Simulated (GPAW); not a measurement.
# BaNd (P-6m2) in GPAW: single point with PBE

Aim: the single point of BaNd with PBE.

Everything below comes from runs of GPAW 26.7.0. Logs are shortened: lines on timing, memory, paths and dates and some standing lists are left out, and cuts for length are marked. The log counts tension as positive stress, the text compression.

## Step 1: The crystal as given

It takes space group P-6m2 (No. 187, hexagonal). Conventional cell: a = 3.963 Å, b = 3.963 Å, c = 6.584 Å, α = 90.00°, β = 90.00°, γ = 120.00°. Around Nd (site symmetry -6m2) lie 6 Nd at 3.96 Å and 6 Ba at 4.01 Å. Around Ba (site symmetry -6m2) lie 6 Ba at 3.96 Å and 6 Nd at 4.01 Å.

The cell comes from a database or a generator and needn't be the stable form of this composition.

## Step 2: Single point, PBE, collinear spin, ferromagnetic start

run.py reads:

```python
from ase import Atoms
from ase.dft.bandgap import bandgap
from ase.io import write
from ase.units import Bohr, GPa
from gpaw import GPAW, PW
from gpaw.elf import elf_from_dft_calculation

atoms = Atoms(['Nd', 'Ba'],
              cell=[[3.9633179383, 0.0, 0.0],
                    [-1.9816589691, 3.4323340178, 0.0],
                    [0.0, 0.0, 6.583923]],
              scaled_positions=[[0.6666666667, 0.3333333333, 0.0],
                                [0.0, 0.0, 0.5]],
              pbc=True)
atoms.set_initial_magnetic_moments([3.0, 0.0])

calc = GPAW(mode=PW(800),
            xc='PBE',
            kpts={'size': (8, 8, 4), 'gamma': True},
            occupations={'name': 'methfessel-paxton', 'order': 0, 'width': 0.02},
            nbands=25,
            convergence={'density': 1e-05, 'energy': 1e-05},
            maxiter=150,
            txt='gpaw.txt')
atoms.calc = calc
energy = atoms.get_potential_energy()
forces = atoms.get_forces()
stress = atoms.get_stress()
calc.write('gs.gpw')
write('result.traj', atoms)
print(f'Energy: {energy:.6f} eV')
print('Forces (eV/A):')
print(forces.round(4))
print('Stress (GPa):', (stress / GPa).round(3))
print('Moments:', calc.get_magnetic_moments().round(3))
print('Fermi level:', round(calc.get_fermi_level(), 4), 'eV')
print(f'Gap: {bandgap(calc)[0]:.4f} eV, direct: {bandgap(calc, direct=True)[0]:.4f} eV')

# fields on the real-space grid
write('density.cube', atoms, data=calc.get_pseudo_density() * Bohr**3)
write('potential.cube', atoms, data=calc.get_electrostatic_potential())
write('spin.cube', atoms, data=(calc.get_pseudo_density(spin=0) - calc.get_pseudo_density(spin=1)) * Bohr**3)
write('elf.cube', atoms, data=elf_from_dft_calculation(calc).data)
```

Potentials or basis: GPAW PAW data sets (gpaw-data 1.2.1), pw.

On the command line:

```console
> OMP_NUM_THREADS=1 python run.py
```

gpaw.txt:

```text
__  _  _
 | _ |_)|_||  |
 |__||  | ||/\| - 26.7.0

Input parameters:
  mode=PW(ecut=800.0),
  convergence={'density': 1e-05, 'energy': 1e-05},
  kpts=MonkhorstPack(size=(8, 8, 4), gamma=True),
  maxiter=150,
  nbands=25,
  occupations=Occupations(name='methfessel-paxton', order=0, width=0.02),
  xc=XC(name='PBE')

Diagonalizing LCAO Hamiltonian
Converting LCAO to pw mode

       Ba

             Nd

Atoms  # Å, Bohr magnetons
|   | symbol |        x |        y |        z |    initial magnetic moments |
|---|--------|----------|----------|----------|-----------------------------|
| 0 |     Nd | 1.981659 | 1.144111 | 0.000000 | ( 0.0000,  0.0000,  3.0000) |
| 1 |     Ba | 0.000000 | 0.000000 | 3.291962 | ( 0.0000,  0.0000,  0.0000) |

Unit cell  # Å
| periodic |         x |        y |        z |  lengths |     angles |
|----------|-----------|----------|----------|----------|------------|
|      yes |  3.963318 | 0.000000 | 0.000000 | 3.963318 |  90.000000 |
|      yes | -1.981659 | 3.432334 | 0.000000 | 3.963318 |  90.000000 |
|      yes |  0.000000 | 0.000000 | 6.583923 | 6.583923 | 120.000000 |

Number of symmetries: 12
Symmetry operations  # r_c * U_cc + t_c -> r_c
|    | kind |            matrix            |
|----|------|------------------------------|
|  0 |  σ   |  1, 1, 0,  0,-1, 0,  0, 0, 1 |
|  1 |  C2  |  1, 1, 0,  0,-1, 0,  0, 0,-1 |
|  2 |  E   |  1, 0, 0,  0, 1, 0,  0, 0, 1 |
|  3 |  σ   |  1, 0, 0,  0, 1, 0,  0, 0,-1 |
|  4 |  C3  |  0, 1, 0, -1,-1, 0,  0, 0, 1 |
|  5 |  S3  |  0, 1, 0, -1,-1, 0,  0, 0,-1 |
|  6 |  σ   |  0,-1, 0, -1, 0, 0,  0, 0, 1 |
|  7 |  C2  |  0,-1, 0, -1, 0, 0,  0, 0,-1 |
|  8 |  σ   | -1, 0, 0,  1, 1, 0,  0, 0, 1 |
|  9 |  C2  | -1, 0, 0,  1, 1, 0,  0, 0,-1 |
| 10 |  C3  | -1,-1, 0,  1, 0, 0,  0, 0, 1 |
| 11 |  S3  | -1,-1, 0,  1, 0, 0,  0, 0,-1 |

BZ-sampling:
  Number of BZ points: 256
  Number of IBZ points: 30

  Monkhorst-Pack size: [8, 8, 4]
  Monkhorst-Pack shift: [0.0625, 0.0625, 0.125]

K-points  # in reciprocal-cell coordinates
|     |                                coordinates |     weight |
|-----|--------------------------------------------|------------|
|   0 | (  0.00000000,   0.00000000,   0.00000000) | 0.00390625 |
|   1 | (  0.00000000,   0.00000000,   0.25000000) | 0.00781250 |
|   2 | (  0.00000000,   0.00000000,   0.50000000) | 0.00390625 |
|   3 | (  0.12500000,   0.00000000,   0.00000000) | 0.02343750 |
|   4 | (  0.12500000,   0.00000000,   0.25000000) | 0.04687500 |
|   5 | (  0.12500000,   0.00000000,   0.50000000) | 0.02343750 |
|   6 | (  0.25000000,  -0.12500000,   0.00000000) | 0.02343750 |
|   7 | (  0.25000000,  -0.12500000,   0.25000000) | 0.04687500 |
|   8 | (  0.25000000,  -0.12500000,   0.50000000) | 0.02343750 |
|   9 | (  0.25000000,   0.00000000,   0.00000000) | 0.02343750 |
| ... |                                            |            |
|  29 | (  0.50000000,   0.50000000,   0.50000000) | 0.01171875 |

Plane wave coefficients: 4640
Cutoff: 800.0 eV

Spin-components: 2 (collinear spins)
Bands:           25
Projectors:      14
Spin-degeneracy: 1
Datatype:        complex128

Parallelization:
  kpt:    1
  domain: 1
  band:   1

Density:
  Valence electrons: 24.0
  Components: 2
  Grid points: [27 27 45]
  Charge: 0.0  # |e|

Potential:
  Grid points: [27 27 45]

species:
  Nd:
    name:    Neodymium
    Z:       60.0
    valence: 14
    core:    46
    charge:  0.0  # [|e|]
    compensation charges:
      type: gauss
      rc: 0.35  # [Å]
      lmax: 2
    cutoffs:
      filter: 1.17  # [Å]
      core: 2.04  # [Å]
    projectors
    | kind |    occ | energy [eV] | rcut [Å] |
    |------|--------|-------------|----------|
    |   5s |  2.000 |     -40.464 |    1.164 |
    |   6s |  2.000 |      -3.502 |    1.164 |
    |   5p |  6.000 |     -22.090 |    1.164 |
    |   6p |  0.000 |      -1.232 |    1.164 |
    |   5d |  0.000 |      -1.918 |    1.164 |
    |   4f |  4.000 |      -1.747 |    1.164 |
    |    d |        |      25.294 |    1.164 |
    |    f |        |      25.464 |    1.164 |

    Using partial waves for Nd as LCAO basis

  Ba:
    name:    Barium
    Z:       56.0
    valence: 10
    core:    46
    charge:  0.0  # [|e|]
    compensation charges:
      type: gauss
      rc: 0.37  # [Å]
      lmax: 2
    cutoffs:
      filter: 2.06  # [Å]
      core: 2.33  # [Å]
    projectors
    | kind |    occ | energy [eV] | rcut [Å] |
    |------|--------|-------------|----------|
    |   5s |  2.000 |     -33.644 |    1.164 |
    |   6s |  2.000 |      -3.229 |    1.164 |
    |   5p |  6.000 |     -18.744 |    1.164 |
    |    p |        |       0.000 |    1.164 |
    |    d |        |       0.000 |    1.164 |
    |    d |        |      27.211 |    1.164 |

    Using partial waves for Ba as LCAO basis

Reference energy: -483158.737037  # eV

eigensolver:
  PPCG
  Converge bands: occupied
  niter=2

density mixing:
  MSR1-Mixer
  Pratt-step length: 0.05
  Maximum mixing coefficient: 0.75
  Old densities: 10
  SVD Regularization: 0.005
  Good broyden scale: 1.0
  Trust region scale: 1.0
  Backstep threshold: 4.0
  History deletion threshold: 6.0
  Fourier metric: weight=20.0, sigma=0.015

occupation numbers:
  Methfessel-Paxton:
    width: 0.0200  # eV
    order: 0

poisson solver:
  ecut: 6400.0  # eV

xc functional:
  name: PBE with 2 nearest neighbor stencil

convergence criteria:
- Maximum integral of absolute [dens]ity change: 1e-05 electrons / valence electron
- Maximum [total energy] change in last 3 cyles: 1e-05 eV / valence electron
- Maximum integral of absolute [eigenst]ate change: 4e-08 eV^2 / valence electron
maximum number of iterations: 150

SCF iterations
|iter     | |      energy | eigst |  dens |  magmom |
|---------|-|-------------|-------|-------|---------|
|iter:   1| |  -20.238954 | +0.49 |       |  +3.0120|
|iter:   2| |   -9.189310 | -0.90 | -0.38 |  +2.8730|
|iter:   3| |  -41.398223 | +0.53 | -0.48 |  +2.3995|
|iter:   4| |  -14.748377 | -0.41 | -0.23 |  +2.6168|
|iter:   5| |   -6.739163 | -0.53 | -0.32 |  +2.8560|
|iter:   6| |   -7.748915 | -1.58 | -1.16 |  +2.8869|
|iter:   7| |   -7.474471 | -3.33 | -0.51 |  +2.8734|
|iter:   8| |   -7.979406 | -2.83 | -0.54 |  +2.8815|
|iter:   9| |   -8.700964 | -1.06 | -0.49 |  +3.0581|
|iter:  10| |   -9.844273 | -0.53 | -0.48 |  +2.9527|
|iter:  11| |   -8.592354 | -0.77 | -0.36 |  +3.1995|
|iter:  12| |   -6.791569 | -1.42 | -0.49 |  +3.5156|
|iter:  13| |   -6.814943 | -2.77 | -1.35 |  +3.8388|
|iter:  14| |   -6.802568 | -3.85 | -1.47 |  +3.8456|
|iter:  15| |   -6.809532 | -3.58 | -1.76 |  +4.0389|
|iter:  16| |   -6.811104 | -4.45 | -1.99 |  +4.0577|
|iter:  17| |   -6.810797 | -5.32 | -1.89 |  +4.0739|
|iter:  18| |   -6.812487 | -4.68 | -2.22 |  +4.0971|
|iter:  19| |   -6.814619 | -4.24 | -2.31 |  +4.1409|
|iter:  20| |   -6.815131 | -4.71 | -2.52 |  +4.1348|
|iter:  21| |   -6.815475 | -4.60 | -2.77 |  +4.1147|
|iter:  22| |   -6.815595 | -4.83 | -2.99 |  +4.1152|
|iter:  23| |   -6.815616c| -5.96 | -3.16 |  +4.1148|
|iter:  24| |   -6.815632c| -6.18 | -3.38 |  +4.1151|
|iter:  25| |   -6.815629c| -6.51 | -3.59 |  +4.1164|
|iter:  26| |   -6.815643c| -6.64 | -3.55 |  +4.1174|
|iter:  27| |   -6.815643c| -6.65 | -4.07 |  +4.1173|
|iter:  28| |   -6.815647c| -7.44c| -4.13 |  +4.1172|
|iter:  29| |   -6.815646c| -7.61c| -4.58 |  +4.1172|
|iter:  30| |   -6.815646c| -8.02c| -5.10c|  +4.1172|

Converged in 30 steps
Energy contributions relative to reference atoms: (reference = -483158.737037)

Energy contributions:
  Kinetic:         -26.548332
  Coulomb:          25.709174
  Zero:              1.111781
  External:          0.000000
  Xc:               -7.085575
  Entropy:          -0.005387
  Spinorbit:         0.000000
  ----------------------------
  Free energy:      -6.818340
  Extrapolated:     -6.815646

dipole moment: (-8.717038, -22.712360, -39.975407)  # |e|*Ang

Total magnetic moment: (0.000000, 0.000000, 4.117169)

Local magnetic moments
|        x |        y |        z |
|----------|----------|----------|
| 0.000000 | 0.000000 | 3.444514 |  # Nd   0
| 0.000000 | 0.000000 | 0.000099 |  # Ba   1

Fermi level: 7.206
Eigenvalues  # (at kpt = [0.000, 0.000, 0.000])
| band index |      eig [eV] | occ [0-1] |      eig [eV] | occ [0-1] |
|------------|---------------|-----------|---------------|-----------|
|          0 |       -30.359 |     1.000 |       -28.620 |     1.000 |
|        ... |               |           |               |           |
|          4 |       -11.356 |     1.000 |        -9.971 |     1.000 |
|          5 |        -6.314 |     1.000 |        -6.274 |     1.000 |
|          6 |        -5.809 |     1.000 |        -5.821 |     1.000 |
|          7 |        -5.809 |     1.000 |        -5.821 |     1.000 |
|          8 |         3.784 |     1.000 |         4.263 |     1.000 |
|          9 |         5.914 |     1.000 |         6.254 |     1.000 |
[... 8 lines left out ...]
|         18 |         8.794 |     0.000 |         9.672 |     0.000 |
|         19 |         8.879 |     0.000 |         9.672 |     0.000 |
|        ... |               |           |               |           |
|         24 |        10.127 |     0.000 |        10.690 |     0.000 |

No gap
No difference between direct/indirect transitions

Forces  # eV/Ang
|       x |       y |       z |
|---------|---------|---------|
| 0.00000 | 0.00000 | 0.00000 |  # Nd   0
| 0.00000 | 0.00000 | 0.00000 |  # Ba   1

Stress tensor  # eV/Ang^3
|         x |         y |         z |
|-----------|-----------|-----------|
| -0.001210 |  0.000000 |  0.000000 |
|  0.000000 | -0.001210 |  0.000000 |
|  0.000000 |  0.000000 | -0.007191 |

# Writing to gs.gpw (mode='')
```

Run time: 6.3 min. Hardware: 1 thread of Arm Neoverse V1, shared host; peak memory 0.38 GiB.

What came out:

```
Free energy            : -6.8183 eV
Pressure               : 0.5 GPa
Band gap on the k mesh : none (metal or under the smearing width)
Net moment             : 4.12 μB per cell
Site moments           : Nd +3.44; Ba +0.00 μB
```

Caveat: one-centre terms of the f shell are cut off; the magnetic or orbital state may not be the lowest; spin-orbit coupling is left out, which moves the levels of the heavy elements; without U or exact exchange the open f shell lies at the Fermi level, which spoils levels, moments and volumes.
